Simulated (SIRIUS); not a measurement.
# Be2Te (P1) in SIRIUS: single point with PBE

Aim: the single point of Be2Te with PBE.

Program: SIRIUS 7.10.0. These are calculated values, not measurements. Logs are shortened: lines on timing, memory, paths and dates and some standing lists are left out, and cuts for length are marked. The log counts tension as positive stress, the text compression.

## 1. The cell of the first run

The typed cell holds 3 atoms: a = 3.659 Å, b = 3.659 Å, c = 4.175 Å, α = 90.00°, β = 90.00°, γ = 120.00°.

The cell was built by a generator and needn't be a form met in nature.

## 2. Single point, PBE (atoms moved at random, drawn with an rms of 0.05 Å)

Input file sirius.json:

```json
{
  "control": {
    "processing_unit": "cpu",
    "verbosity": 2,
    "num_bands_to_print": 20,
    "print_forces": true,
    "print_stress": true
  },
  "parameters": {
    "electronic_structure_method": "pseudopotential",
    "xc_functionals": ["XC_GGA_X_PBE", "XC_GGA_C_PBE"],
    "gk_cutoff": 9.4,
    "pw_cutoff": 18.8,
    "ngridk": [8, 8, 7],
    "shiftk": [0, 0, 0],
    "smearing": "fermi_dirac",
    "smearing_width": 0.0018374661,
    "num_bands": 20,
    "num_mag_dims": 0,
    "num_dft_iter": 100,
    "energy_tol": 1e-08,
    "density_tol": 1e-06
  },
  "iterative_solver": {
    "type": "davidson",
    "min_tolerance": 1e-09,
    "tolerance_scale": [0.1, 0.25]
  },
  "mixer": {
    "type": "anderson",
    "beta": 0.7,
    "max_history": 8
  },
  "settings": {
    "tol_ne": 1e-10,
    "pseudo_grid_cutoff": 6.5
  },
  "unit_cell": {
    "lattice_vectors": [
      [1.0, 0.0, 0.0],
      [-0.50000136643, 0.866026995193, 0.0],
      [0.0, 0.0, 1.141012852641]
    ],
    "lattice_vectors_scale": 6.9148291434,
    "atom_coordinate_units": "lattice",
    "atom_types": ["Be", "Te"],
    "atom_files": {
      "Be": "Be.json",
      "Te": "Te.json"
    },
    "atoms": {
      "Be": [
        [0.334561, 0.662954, 0.627078],
        [0.670291, 0.34576, 0.357067]
      ],
      "Te": [
        [-0.00197, -0.010288, 0.008702]
      ]
    }
  }
}
```

Potentials or basis: PseudoDojo 0.4.1 PBE standard (scalar relativistic).

The run is started by

```console
> upf_to_json Be.upf
> upf_to_json Te.upf
> OMP_NUM_THREADS=1 sirius.scf --input=sirius.json --output=out.json --task=0
```

What it wrote:

```text
[info] SIRIUS version : 7.10.0
[info] number of MPI ranks           : 1
[info] MPI grid                      : 1 1
[info] maximum number of OMP threads : 1
[fft] FFT context for density and potential
[fft] =====================================
[fft]   comm size                             : 1
[fft]   plane wave cutoff                     : 18.8
[fft]   grid size                             : 45 45 50   total : 101250
[fft]   grid limits                           : -22 22   -22 22   -24 25
[fft]   number of G-vectors within the cutoff : 18357
[fft]   local number of G-vectors             : 18357
[fft]   number of G-shells                    : 9480
[fft] FFT context for coarse grid
[fft] =====================================
[fft]   comm size                             : 1
[fft]   plane wave cutoff                     : 18.8
[fft]   grid size                             : 45 45 50   total : 101250
[fft]   grid limits                           : -22 22   -22 22   -24 25
[fft]   number of G-vectors within the cutoff : 18357
[fft]   local number of G-vectors             : 18357
[fft]   number of G-shells                    : 9480
[unit cell] lattice vectors
[unit cell]   a1 :       6.9148291434      0.0000000000      0.0000000000
[unit cell]   a2 :      -3.4574240203      5.9884287053      0.0000000000
[unit cell]   a3 :       0.0000000000      0.0000000000      7.8899089264
[unit cell] reciprocal lattice vectors
[unit cell]   b1 :       0.9086537320      0.5246119464     -0.0000000000
[unit cell]   b2 :       0.0000000000      1.0492210255      0.0000000000
[unit cell]   b3 :       0.0000000000     -0.0000000000      0.7963571400
[unit cell] unit cell volume :       326.71293367 [a.u.^3]
[unit cell] 1/sqrt(omega)    :         0.05532442
[unit cell] MT volume        :         0.00000000 ( 0.00%)
[unit cell] IT volume        :       326.71293367 (100.00%)
[unit cell] number of atom types : 2
[unit cell] type id : 0 symbol : Be mt_radius :  13.570000 num_atoms : 2
[unit cell] type id : 1 symbol : Te mt_radius :  12.930000 num_atoms : 1
[unit cell] total number of atoms : 3
[unit cell] number of symmetry classes : 3
[unit cell] number of PAW atoms : 0
[unit cell] atom id  type id  class id             position                      vector_field
[unit cell] ------------------------------------------------------------------------------------------
[unit cell]      0        0        0      0.33456   0.66295   0.62708      0.00000   0.00000   0.00000
[... 331 lines left out ...]
[find] Total energy                   :    -132.70468698 (Ha),    -265.40937396 (Ry)
[find] Free energy (E-TS)             :    -132.70486772 (Ha),    -265.40973545 (Ry)
[find] band gap (eV)                  :       0.00000000
[find] Efermi                         :       0.35653029
[find] iteration : 10, RMS : 1.246383781016e-08, energy difference : 7.335643203987e-11
[find] Hartree energy of density residual : 4.398324569614e-14
[find] bands are converged : true
[find] iterative solver converged : true
[find] converged after 11 SCF iterations!
[find] Charges and magnetic moments
[find] --------------------------------------------------------------------------------
[find] total charge          : 24.000000
[find] Energy
[find] --------------------------------------------------------------------------------
[find] valence_eval_sum               :     -21.90734429
[find] <rho|V^{XC}>                   :     -21.28037142
[find] <rho|E^{XC}>                   :     -29.45463358
[find] <mag|B^{XC}>                   :       0.00000000
[find] <rho|V^{H}>                    :      59.56344007
[find] one-electron contribution      :     -60.19041294 (Ha),    -120.38082588 (Ry)
[find] hartree contribution           :      29.78172004
[find] xc contribution                :     -29.45463358
[find] ewald contribution             :     -72.84135930
[find] PAW contribution               :       0.00000000
[find] smearing (-TS)                 :      -0.00018074
[find] SCF correction                 :      -0.00000120
[find] Total energy                   :    -132.70468698 (Ha),    -265.40937396 (Ry)
[find] Free energy (E-TS)             :    -132.70486772 (Ha),    -265.40973545 (Ry)
[find] band gap (eV)                  :       0.00000000
[find] Efermi                         :       0.35653029
[ground_state] === stress tensor components [kbar] ===
[ground_state] === stress_kin ===
[ground_state] -44610.572385    1.932799    0.988404
[ground_state]     1.932799-44603.132583    0.045877
[ground_state]     0.988404    0.045877-44606.784366
[ground_state] === stress_har ===
[ground_state] -9858.870253  -39.712037  -10.035543
[ground_state]   -39.712037-10047.685572   45.839111
[ground_state]   -10.035543   45.839111-6912.349989
[ground_state] === stress_ewald ===
[ground_state] 20654.776296  -70.245874  -22.176839
[ground_state]   -70.24587420314.269192  100.112503
[ground_state]   -22.176839  100.11250324625.740574
[ground_state] === stress_vloc ===
[ground_state]  1723.150123  108.744906   32.279572
[ground_state]   108.744906 2246.706900 -146.272107
[ground_state]    32.279572 -146.272107-5274.147984
[ground_state] === stress_xc ===
[ground_state] -6998.495830   -0.075845   -0.054191
[ground_state]    -0.075845-6998.897551    0.238157
[ground_state]    -0.054191    0.238157-6996.813105
[ground_state] === stress_core ===
[ground_state] 13031.320607   -0.012783   -0.009683
[ground_state]    -0.01278313031.272041    0.015866
[ground_state]    -0.009683    0.01586613031.144610
[ground_state] === stress_nonloc ===
[ground_state] 26060.107081   -1.023175   -1.864564
[ground_state]    -1.02317526053.821853    6.000053
[ground_state]    -1.864564    6.00005326133.947580
[ground_state] === stress_us_nl ===
[ground_state] 26060.107081   -1.023175   -1.864564
[ground_state]    -1.02317526053.821853    6.000053
[ground_state]    -1.864564    6.00005326133.947580
[ground_state] === stress_total ===
[ground_state]     1.415638   -0.392010   -0.872844
[ground_state]    -0.392010   -3.645719    5.979460
[ground_state]    -0.872844    5.979460    0.737319
[ground_state] ==== total Forces in Ha/bohr =====
[ground_state] atom:    0, force:      -0.0005745      0.0010867      0.0023182
[ground_state] atom:    1, force:       0.0009076     -0.0030801     -0.0010198
[ground_state] atom:    2, force:      -0.0003302      0.0019926     -0.0012996
[ground_state] ==== ultrasoft contribution from Qij =====
[ground_state] atom:    0, force:       0.0000000      0.0000000      0.0000000
[ground_state] atom:    1, force:       0.0000000      0.0000000      0.0000000
[ground_state] atom:    2, force:       0.0000000      0.0000000      0.0000000
[ground_state] ==== non-local contribution from Beta-projector =====
[ground_state] atom:    0, force:      -0.0025146      0.0043341      0.0467011
[ground_state] atom:    1, force:       0.0039589     -0.0112668     -0.0477745
[ground_state] atom:    2, force:       0.0019002     -0.0090860      0.0176719
[ground_state] ==== contribution from local potential =====
[ground_state] atom:    0, force:       0.0126206     -0.0044719      0.8137434
[ground_state] atom:    1, force:      -0.0373074      0.1300512     -1.1326237
[ground_state] atom:    2, force:       0.0214355     -0.1099903      0.3031042
[ground_state] ==== contribution from core density =====
[ground_state] atom:    0, force:       0.0000000      0.0000000      0.0000000
[ground_state] atom:    1, force:       0.0000000      0.0000000      0.0000000
[ground_state] atom:    2, force:      -0.0000903      0.0004290     -0.0008233
[ground_state] ==== Ewald forces from ions =====
[ground_state] atom:    0, force:      -0.0106805      0.0012245     -0.8581264
[ground_state] atom:    1, force:       0.0342560     -0.1218645      1.1793785
[ground_state] atom:    2, force:      -0.0235755      0.1206400     -0.3212521
[~DFT_ground_state] local op. applied: 121538
[~DFT_ground_state] evp. work count: 23926.3
[~DFT_ground_state] number of iterative solver steps: 9461
```

It took 7.3 min on 1 thread of Arm Neoverse V1, shared host; peak memory 1.8 GiB.

Results:

```yaml
Free_energy: -3611.0834 eV
Pressure: 0.0 GPa
Largest_force: 0.173 eV/Å
Band_gap_on_the_k_mesh: none (metal or under the smearing width)
```

Forces on the atoms (eV/Å):
```
Be  -0.030  0.056  0.119
Be   0.047 -0.158 -0.052
Te  -0.017  0.102 -0.067
```
